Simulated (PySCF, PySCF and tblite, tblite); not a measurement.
# C7H10Sn: a path driven as a shift of bonds, and NMR exchange, part 2 of 2

PySCF and tblite. Atoms count from 0.

## 10. Shieldings, saddle of leg 1: PBE/def2-TZVP+pcSseg-1

What the job is given:

```
{"job": {"kind": "nmr", "xc": "PBE", "basis": {"default": "pcSseg-1", "Sn": "def2-TZVP"}, "pop": false}, "charge": 0, "multiplicity": 1}
Sn     1.472556     0.769995     1.099297
C      0.624962     0.205798    -1.285918
C      0.522342    -1.274154    -1.152883
C     -0.027574    -1.795080    -0.051394
C     -0.524502    -0.882974     1.016144
C     -1.580149     0.003417     0.699042
C     -1.671223     0.760947    -0.474429
C     -0.572745     0.957613    -1.319247
H      1.904899    -0.022857     2.584690
H      0.767730     2.304603     1.470408
H      3.020829     1.029706     0.352339
H      1.425747     0.571120    -1.938298
H      0.852545    -1.894581    -1.992152
H     -0.179090    -2.871920     0.074316
H     -0.554021    -1.304241     2.027036
H     -2.333217     0.199013     1.472232
H     -2.539396     1.412191    -0.599868
H     -0.609693     1.831404    -1.981315
```

What it wrote:

```text
coarse grid: 69008 points
cycle   1  E = -484.1295119779  dE = -3.356e+01  |g| = 3.275e+00  |ddm| = 3.115e+01
cycle   2  E = -428.0070662819  dE =  5.612e+01  |g| = 9.208e+00  |ddm| = 3.082e+01
cycle   3  E = -485.3187634299  dE = -5.731e+01  |g| = 1.924e+00  |ddm| = 3.022e+01
cycle   4  E = -484.1240681553  dE =  1.195e+00  |g| = 2.602e+00  |ddm| = 4.663e+00
cycle   5  E = -486.4759318974  dE = -2.352e+00  |g| = 5.314e-01  |ddm| = 3.081e+00
cycle   6  E = -486.4865115318  dE = -1.058e-02  |g| = 5.215e-01  |ddm| = 1.150e+00
cycle   7  E = -486.5568313866  dE = -7.032e-02  |g| = 1.149e-01  |ddm| = 7.141e-01
cycle   8  E = -486.5590010022  dE = -2.170e-03  |g| = 8.084e-02  |ddm| = 1.690e-01
cycle   9  E = -486.5605036765  dE = -1.503e-03  |g| = 2.561e-02  |ddm| = 1.079e-01
cycle  10  E = -486.5606532738  dE = -1.496e-04  |g| = 1.150e-02  |ddm| = 4.000e-02
cycle  11  E = -486.5606823956  dE = -2.912e-05  |g| = 5.735e-03  |ddm| = 1.892e-02
cycle  12  E = -486.5606884648  dE = -6.069e-06  |g| = 3.090e-03  |ddm| = 7.832e-03
final grid: 146224 points
cycle  13  E = -486.5606632876  dE =  2.880e-05  |g| = 1.026e-02  |ddm| = 1.452e-02
cycle  14  E = -486.5603154943  dE =  3.478e-04  |g| = 3.534e-02  |ddm| = 4.674e-02
cycle  15  E = -486.5606950653  dE = -3.796e-04  |g| = 9.283e-04  |ddm| = 3.626e-02
cycle  16  E = -486.5606952883  dE = -2.229e-07  |g| = 2.692e-04  |ddm| = 1.353e-03
cycle  17  E = -486.5606953081  dE = -1.983e-08  |g| = 5.347e-05  |ddm| = 3.127e-04
cycle  18  E = -486.5606953089  dE = -8.474e-10  |g| = 1.021e-05  |ddm| = 8.756e-05
converged SCF energy = -486.5606953089

GIAO shielding tensors (ppm)
atom      isotropic    diamagn.    paramagn.     s11        s22        s33       span
  0 Sn         nan         nan         nan        nan        nan        nan        nan
  1 C       68.221     252.497    -184.276      6.477     48.508    149.678    143.201
  2 C       49.156     253.389    -204.233    -36.846     49.097    135.219    172.065
  3 C       49.178     253.390    -204.212    -36.858     49.193    135.201    172.059
  4 C       68.172     252.490    -184.318      6.373     48.460    149.682    143.309
  5 C       21.031     254.153    -233.122    -70.517    -17.515    151.124    221.642
  6 C       46.904     253.211    -206.307    -64.187     49.704    155.197    219.383
  7 C       20.991     254.150    -233.159    -70.546    -17.595    151.114    221.660
  8 H       25.543      27.452      -1.908     17.499     20.756     38.375     20.876
  9 H       27.714      27.761      -0.047     19.572     21.169     42.401     22.829
 10 H       25.543      27.452      -1.909     17.500     20.754     38.374     20.874
 11 H       24.837      31.725      -6.888     22.416     24.625     27.470      5.055
 12 H       26.390      30.054      -3.664     22.880     25.369     30.919      8.039
 13 H       26.390      30.053      -3.663     22.882     25.370     30.918      8.036
 14 H       24.835      31.723      -6.888     22.415     24.622     27.467      5.052
 15 H       23.857      30.196      -6.339     19.609     23.446     28.515      8.906
 16 H       24.195      29.581      -5.386     21.265     24.959     26.360      5.095
 17 H       23.857      30.197      -6.340     19.607     23.446     28.516      8.909
```

Wall time 73 s (1 thread of Arm Neoverse V1, shared host); peak memory 0.83 GiB.

In short: HOMO -5.19 eV, LUMO -2.39 eV; dipole 1.67 D.

## 11. The path in numbers

What the job is given:

```
{"job": {"smiles": "[SnH3][CH]1C=CC=CC=C1", "charge": 0, "mult": 1, "motion": "shift", "what": "1,3-shift of an allyl metalloid", "atoms": [0, 1, 3], "drives": [{"terms": [["d", [0, 1], 1], ["d", [0, 3], -1]], "neg": true, "n": 14}], "study": "path", "level": {"kind": "nmr", "xc": "PBE", "basis": {"default": "pcSseg-1", "Sn": "def2-TZVP"}}, "fields": [100, 360, 400], "first": 5, "seed": 846, "refine": {"xc": "B3LYP", "basis": "def2-SVP"}, "kind": "path"}, "charge": 0, "multiplicity": 1}
Sn     1.654975     0.980042     0.883248
C      0.763509     0.257150    -1.026677
C      0.531165    -1.204088    -1.011819
C     -0.201860    -1.805864    -0.068503
C     -0.916057    -1.110027     0.961744
C     -1.534473     0.081837     0.798494
C     -1.566220     0.822817    -0.428569
C     -0.550882     0.880381    -1.297459
H      2.050769    -0.198437     2.007144
H      0.812682     2.186948     1.684888
H      3.134151     1.701096     0.531950
H      1.479227     0.522416    -1.803351
H      0.995149    -1.783150    -1.798107
H     -0.270701    -2.885481    -0.056864
H     -1.084817    -1.654465     1.881991
H     -2.172570     0.442971     1.594802
H     -2.477970     1.365608    -0.639716
H     -0.661103     1.406803    -2.235363
```

What it wrote:

```text
stationary points (kcal/mol above the start)
  n  kind          group   xTB      DFT    lowest mode
  0  minimum      Cs       0.00     0.00      89.6
  1  saddle       Cs       9.63    13.53    -293.6
  2  minimum      Cs      -0.00     0.00      89.8

GFN2-xTB energies: T/K, barrier G, reaction G (kcal/mol), k forward, k back (1/s)
 150.00     8.36     0.00       4.09       4.11
 200.00     8.41     0.00   5.39e+03   5.42e+03
 250.00     8.47     0.00   4.13e+05   4.14e+05
 298.15     8.53     0.00    6.9e+06   6.92e+06
 350.00     8.62     0.00   6.09e+07   6.11e+07
 400.00     8.70     0.00   2.94e+08   2.95e+08
 500.00     8.89     0.00   2.71e+09   2.72e+09

B3LYP-D3(BJ)/def2-SVP energies: T/K, barrier G, reaction G (kcal/mol), k forward, k back (1/s)
 150.00    15.26     0.00    3.7e-10   3.73e-10
 200.00    15.30     0.00   0.000158   0.000159
 250.00    15.36     0.00      0.389       0.39
 298.15    15.43     0.00       61.1       61.3
 350.00    15.51     0.00   3.02e+03   3.03e+03
 400.00    15.59     0.00   5.03e+04   5.05e+04
 500.00    15.78     0.00   2.63e+06   2.64e+06

PBE/pcSseg-1 Sn:def2-TZVP + D3(BJ) energies: T/K, barrier G, reaction G (kcal/mol), k forward, k back (1/s)
 150.00    12.26     0.00    8.6e-06   8.65e-06
 200.00    12.31     0.00      0.298      0.299
 250.00    12.36     0.00        162        162
 298.15    12.43     0.00    9.6e+03   9.64e+03
 350.00    12.51     0.00   2.25e+05   2.25e+05
 400.00    12.60     0.00   2.18e+06   2.19e+06
 500.00    12.79     0.00   5.37e+07   5.38e+07
```

It took 9.7 min on 1 thread of Arm Neoverse V1, shared host; peak memory 0.83 GiB. This counts the whole study up to here.

Barriers by level (kcal/mol; entropies in cal/(mol K)). Zero-point and thermal terms come from xTB in every row. ΔG‡ leaves symmetry out; the rate counts equivalent paths (a factor of 2); effective ΔG‡, where given, is the barrier that would give that rate by Eyring's equation alone:

```csv
level,ΔE‡,with zero-point,ΔH‡,ΔS‡,ΔG‡ (298 K),ΔE of reaction,k at 298 K (1/s),effective ΔG‡
GFN2-xTB,9.63,8.28,8.00,-1.8,8.53,0.00,6.9e+06,8.12
B3LYP-D3(BJ)/def2-SVP,16.53,15.17,14.89,-1.8,15.43,0.00,61,15.02
PBE/pcSseg-1 Sn:def2-TZVP + D3(BJ),13.53,12.17,11.90,-1.8,12.43,0.00,9.6e+03,12.02
```

Sites that the driver pairs across this motion, and where their lines would merge (no couplings; faster rotations or exchange between molecules can average them sooner):

```csv
nucleus,sites: shielding (ppm),proton frequency (MHz),spread (Hz),coalescence (K),lines at 298 K
¹³C,"C1: 137.0; C2, C7: 47.4; C3, C6: 46.3; C4, C5: 37.6",100,2502,290,1
¹³C,"C1: 137.0; C2, C7: 47.4; C3, C6: 46.3; C4, C5: 37.6",360,9007,308,2
¹³C,"C1: 137.0; C2, C7: 47.4; C3, C6: 46.3; C4, C5: 37.6",400,10008,310,2
¹H,"H11: 27.68; H12, H17: 25.73; H13, H16: 25.03; H14, H15: 24.54",100,313,263,1
¹H,"H11: 27.68; H12, H17: 25.73; H13, H16: 25.03; H14, H15: 24.54",360,1128,278,1
¹H,"H11: 27.68; H12, H17: 25.73; H13, H16: 25.03; H14, H15: 24.54",400,1253,279,1
```

## 12. Shieldings, start: BHandHLYP/def2-TZVP+pcSseg-1

What the job is given:

```
{"job": {"kind": "nmr", "xc": "BHandHLYP", "basis": {"default": "pcSseg-1", "Sn": "def2-TZVP"}, "pop": false}, "charge": 0, "multiplicity": 1}
Sn     1.784509     1.041585     0.838693
C      0.769348     0.264631    -0.995696
C      0.582385    -1.223772    -0.939442
C     -0.202204    -1.850354    -0.033915
C     -1.044557    -1.186584     0.942603
C     -1.668768     0.015969     0.778177
C     -1.606504     0.854014    -0.403970
C     -0.545415     0.947807    -1.236650
H      2.156355    -0.223352     1.944581
H      0.863363     2.277441     1.604013
H      3.276687     1.742201     0.314191
H      1.471202     0.519052    -1.800496
H      1.133532    -1.830227    -1.667100
H     -0.205339    -2.945359    -0.018813
H     -1.285070    -1.757016     1.845890
H     -2.368035     0.329098     1.560576
H     -2.492773     1.459323    -0.621758
H     -0.633743     1.572100    -2.133051
```

What it wrote:

```text
coarse grid: 69008 points
cycle   1  E = -485.2485554710  dE = -3.446e+01  |g| = 2.549e+00  |ddm| = 3.135e+01
cycle   2  E = -484.9165016218  dE =  3.321e-01  |g| = 3.197e+00  |ddm| = 7.495e+00
cycle   3  E = -486.6739954018  dE = -1.757e+00  |g| = 2.733e-01  |ddm| = 3.171e+00
cycle   4  E = -486.6729617084  dE =  1.034e-03  |g| = 2.937e-01  |ddm| = 5.329e-01
cycle   5  E = -486.6956417305  dE = -2.268e-02  |g| = 3.813e-02  |ddm| = 2.941e-01
cycle   6  E = -486.6960763555  dE = -4.346e-04  |g| = 1.470e-02  |ddm| = 5.585e-02
cycle   7  E = -486.6961558584  dE = -7.950e-05  |g| = 2.456e-03  |ddm| = 2.791e-02
cycle   8  E = -486.6961590607  dE = -3.202e-06  |g| = 1.184e-03  |ddm| = 7.035e-03
final grid: 146224 points
cycle   9  E = -486.6961596420  dE = -2.369e-07  |g| = 1.088e-03  |ddm| = 3.191e-03
cycle  10  E = -486.6961596577  dE = -1.566e-08  |g| = 1.114e-03  |ddm| = 2.250e-03
cycle  11  E = -486.6961599602  dE = -3.025e-07  |g| = 6.966e-05  |ddm| = 1.102e-03
cycle  12  E = -486.6961599621  dE = -1.878e-09  |g| = 3.932e-05  |ddm| = 1.155e-04
cycle  13  E = -486.6961599629  dE = -8.255e-10  |g| = 1.834e-05  |ddm| = 1.065e-04
converged SCF energy = -486.6961599629

GIAO shielding tensors (ppm)
atom      isotropic    diamagn.    paramagn.     s11        s22        s33       span
  0 Sn         nan         nan         nan        nan        nan        nan        nan
  1 C      148.964     247.530     -98.566    123.333    160.401    163.157     39.823
  2 C       46.253     254.785    -208.532    -41.464     12.681    167.541    209.006
  3 C       48.465     254.556    -206.091    -70.212     63.111    152.497    222.709
  4 C       38.155     255.060    -216.906    -86.463     40.971    159.956    246.419
  5 C       38.170     255.060    -216.890    -86.430     40.983    159.957    246.387
  6 C       48.472     254.559    -206.086    -70.201     63.137    152.481    222.682
  7 C       46.296     254.779    -208.483    -41.419     12.775    167.531    208.950
  8 H       26.730      28.109      -1.380     18.871     21.991     39.327     20.456
  9 H       26.727      28.104      -1.377     18.873     21.976     39.331     20.457
 10 H       27.077      27.993      -0.916     19.625     21.128     40.477     20.852
 11 H       28.461      31.937      -3.476     25.317     26.865     33.202      7.885
 12 H       25.891      30.629      -4.738     20.259     26.729     30.685     10.425
 13 H       25.411      29.671      -4.260     22.904     24.997     28.330      5.426
 14 H       24.863      30.395      -5.533     21.718     25.383     27.487      5.769
 15 H       24.862      30.394      -5.532     21.719     25.382     27.486      5.768
 16 H       25.412      29.666      -4.254     22.905     24.999     28.331      5.425
 17 H       25.894      30.623      -4.729     20.263     26.731     30.686     10.423
```

Run time: 44 s. Hardware: 1 thread of Arm Neoverse V1, shared host; peak memory 1 GiB.

Key values: HOMO -6.81 eV, LUMO -0.30 eV; dipole 0.81 D.

## 13. Single-point energy, saddle of leg 1: BHandHLYP/def2-TZVP+pcSseg-1

What the job is given:

```
{"job": {"kind": "sp", "xc": "BHandHLYP", "basis": {"default": "pcSseg-1", "Sn": "def2-TZVP"}, "pop": false}, "charge": 0, "multiplicity": 1}
Sn     1.472556     0.769995     1.099297
C      0.624962     0.205798    -1.285918
C      0.522342    -1.274154    -1.152883
C     -0.027574    -1.795080    -0.051394
C     -0.524502    -0.882974     1.016144
C     -1.580149     0.003417     0.699042
C     -1.671223     0.760947    -0.474429
C     -0.572745     0.957613    -1.319247
H      1.904899    -0.022857     2.584690
H      0.767730     2.304603     1.470408
H      3.020829     1.029706     0.352339
H      1.425747     0.571120    -1.938298
H      0.852545    -1.894581    -1.992152
H     -0.179090    -2.871920     0.074316
H     -0.554021    -1.304241     2.027036
H     -2.333217     0.199013     1.472232
H     -2.539396     1.412191    -0.599868
H     -0.609693     1.831404    -1.981315
```

What it wrote:

```text
coarse grid: 69008 points
cycle   1  E = -485.0709109104  dE = -3.426e+01  |g| = 2.638e+00  |ddm| = 3.140e+01
cycle   2  E = -482.7300506899  dE =  2.341e+00  |g| = 4.391e+00  |ddm| = 8.184e+00
cycle   3  E = -486.6183062610  dE = -3.888e+00  |g| = 3.854e-01  |ddm| = 4.394e+00
cycle   4  E = -486.6245288232  dE = -6.223e-03  |g| = 3.674e-01  |ddm| = 9.246e-01
cycle   5  E = -486.6621139388  dE = -3.759e-02  |g| = 3.875e-02  |ddm| = 4.036e-01
cycle   6  E = -486.6624945311  dE = -3.806e-04  |g| = 2.446e-02  |ddm| = 6.673e-02
cycle   7  E = -486.6626688692  dE = -1.743e-04  |g| = 4.575e-03  |ddm| = 4.002e-02
cycle   8  E = -486.6626772910  dE = -8.422e-06  |g| = 1.409e-03  |ddm| = 9.745e-03
final grid: 146224 points
cycle   9  E = -486.6626784714  dE = -7.844e-07  |g| = 1.366e-03  |ddm| = 4.859e-03
cycle  10  E = -486.6626785655  dE = -9.408e-08  |g| = 1.319e-03  |ddm| = 2.895e-03
cycle  11  E = -486.6626790070  dE = -4.414e-07  |g| = 1.069e-04  |ddm| = 1.486e-03
cycle  12  E = -486.6626790161  dE = -9.085e-09  |g| = 7.221e-05  |ddm| = 3.594e-04
cycle  13  E = -486.6626790183  dE = -2.227e-09  |g| = 2.120e-05  |ddm| = 1.904e-04
cycle  14  E = -486.6626790184  dE = -1.282e-10  |g| = 6.995e-06  |ddm| = 3.525e-05
converged SCF energy = -486.6626790184
```

Run time: 24 s. Hardware: 1 thread of Arm Neoverse V1, shared host; peak memory 0.84 GiB.

In short: HOMO -6.79 eV, LUMO -0.55 eV; dipole 1.81 D.

## 14. Second level: BHandHLYP/pcSseg-1 Sn:def2-TZVP + D3(BJ)

What the job is given:

```
{"job": {"smiles": "[SnH3][CH]1C=CC=CC=C1", "charge": 0, "mult": 1, "motion": "shift", "what": "1,3-shift of an allyl metalloid", "atoms": [0, 1, 3], "drives": [{"terms": [["d", [0, 1], 1], ["d", [0, 3], -1]], "neg": true, "n": 14}], "study": "path", "level": {"kind": "nmr", "xc": "BHandHLYP", "basis": {"default": "pcSseg-1", "Sn": "def2-TZVP"}, "wide": true}, "fields": [100, 360, 400], "first": 5, "seed": 846, "refine": {"xc": "B3LYP", "basis": "def2-SVP"}, "kind": "pathvar"}, "charge": 0, "multiplicity": 1}
Sn     1.654975     0.980042     0.883248
C      0.763509     0.257150    -1.026677
C      0.531165    -1.204088    -1.011819
C     -0.201860    -1.805864    -0.068503
C     -0.916057    -1.110027     0.961744
C     -1.534473     0.081837     0.798494
C     -1.566220     0.822817    -0.428569
C     -0.550882     0.880381    -1.297459
H      2.050769    -0.198437     2.007144
H      0.812682     2.186948     1.684888
H      3.134151     1.701096     0.531950
H      1.479227     0.522416    -1.803351
H      0.995149    -1.783150    -1.798107
H     -0.270701    -2.885481    -0.056864
H     -1.084817    -1.654465     1.881991
H     -2.172570     0.442971     1.594802
H     -2.477970     1.365608    -0.639716
H     -0.661103     1.406803    -2.235363
```

What it wrote:

```text
stationary points (kcal/mol above the start)
  n  kind          group   xTB      DFT    lowest mode
  0  minimum      Cs       0.00     0.00      89.6
  1  saddle       Cs       9.63    20.34    -293.6
  2  minimum      Cs      -0.00     0.00      89.8

GFN2-xTB energies: T/K, barrier G, reaction G (kcal/mol), k forward, k back (1/s)
 150.00     8.36     0.00       4.09       4.11
 200.00     8.41     0.00   5.39e+03   5.42e+03
 250.00     8.47     0.00   4.13e+05   4.14e+05
 298.15     8.53     0.00    6.9e+06   6.92e+06
 350.00     8.62     0.00   6.09e+07   6.11e+07
 400.00     8.70     0.00   2.94e+08   2.95e+08
 500.00     8.89     0.00   2.71e+09   2.72e+09

B3LYP-D3(BJ)/def2-SVP energies: T/K, barrier G, reaction G (kcal/mol), k forward, k back (1/s)
 150.00    15.26     0.00    3.7e-10   3.73e-10
 200.00    15.30     0.00   0.000158   0.000159
 250.00    15.36     0.00      0.389       0.39
 298.15    15.43     0.00       61.1       61.3
 350.00    15.51     0.00   3.02e+03   3.03e+03
 400.00    15.59     0.00   5.03e+04   5.05e+04
 500.00    15.78     0.00   2.63e+06   2.64e+06

PBE/pcSseg-1 Sn:def2-TZVP + D3(BJ) energies: T/K, barrier G, reaction G (kcal/mol), k forward, k back (1/s)
 150.00    12.26     0.00    8.6e-06   8.65e-06
 200.00    12.31     0.00      0.298      0.299
 250.00    12.36     0.00        162        162
 298.15    12.43     0.00    9.6e+03   9.64e+03
 350.00    12.51     0.00   2.25e+05   2.25e+05
 400.00    12.60     0.00   2.18e+06   2.19e+06
 500.00    12.79     0.00   5.37e+07   5.38e+07

BHandHLYP/pcSseg-1 Sn:def2-TZVP + D3(BJ) energies: T/K, barrier G, reaction G (kcal/mol), k forward, k back (1/s)
 150.00    19.07     0.00   1.03e-15   1.04e-15
 200.00    19.12     0.00   1.08e-08   1.08e-08
 250.00    19.17     0.00    0.00018   0.000181
 298.15    19.24     0.00      0.098     0.0983
 350.00    19.32     0.00       12.6       12.6
 400.00    19.41     0.00        416        417
 500.00    19.60     0.00   5.67e+04   5.68e+04
```

Wall time 11 min (1 thread of Arm Neoverse V1, shared host); peak memory 1 GiB. This counts the runs that the step sums up.

Barriers by level (kcal/mol; entropies in cal/(mol K)). Zero-point and thermal terms come from xTB in every row. ΔG‡ leaves symmetry out; the rate counts equivalent paths (a factor of 2); effective ΔG‡, where given, is the barrier that would give that rate by Eyring's equation alone:

```csv
level,ΔE‡,with zero-point,ΔH‡,ΔS‡,ΔG‡ (298 K),ΔE of reaction,k at 298 K (1/s),effective ΔG‡
GFN2-xTB,9.63,8.28,8.00,-1.8,8.53,0.00,6.9e+06,8.12
B3LYP-D3(BJ)/def2-SVP,16.53,15.17,14.89,-1.8,15.43,0.00,61,15.02
PBE/pcSseg-1 Sn:def2-TZVP + D3(BJ),13.53,12.17,11.90,-1.8,12.43,0.00,9.6e+03,12.02
BHandHLYP/pcSseg-1 Sn:def2-TZVP + D3(BJ),20.34,18.98,18.71,-1.8,19.24,0.00,0.098,18.83
```

## 15. Summary of results

The summary covers parts 1 to 2.

| quantity | value |
| --- | --- |
| barrier (PBE/pcSseg-1 Sn:def2-TZVP + D3(BJ)) | ΔE‡ 13.5, ΔG‡(298 K) 12.4 kcal/mol |
| barrier (GFN2-xTB) | ΔE‡ 9.6 kcal/mol |
| rate at 298 K | 9.6e+03 s⁻¹ |
| end of the path | the start, renumbered or mirrored |
| coalescence of ¹³C C1 | 310 K at 400 MHz |

**Reading.** DFT puts the top 13.5 kcal/mol above the start (xTB: 9.6); the rate from the DFT barrier is 9.6e+03 s⁻¹ at 298 K. An error of 1.4 kcal/mol changes that rate tenfold. The ¹³C lines of C1 and its partners, 10008 Hz apart at 400 MHz, merge at 310 K, so by this path alone the exchange at 298 K is intermediate, with broad lines, for them; other paths were not followed. BHandHLYP/pcSseg-1 Sn:def2-TZVP + D3(BJ) moves the barrier from 13.5 to 20.3 kcal/mol.
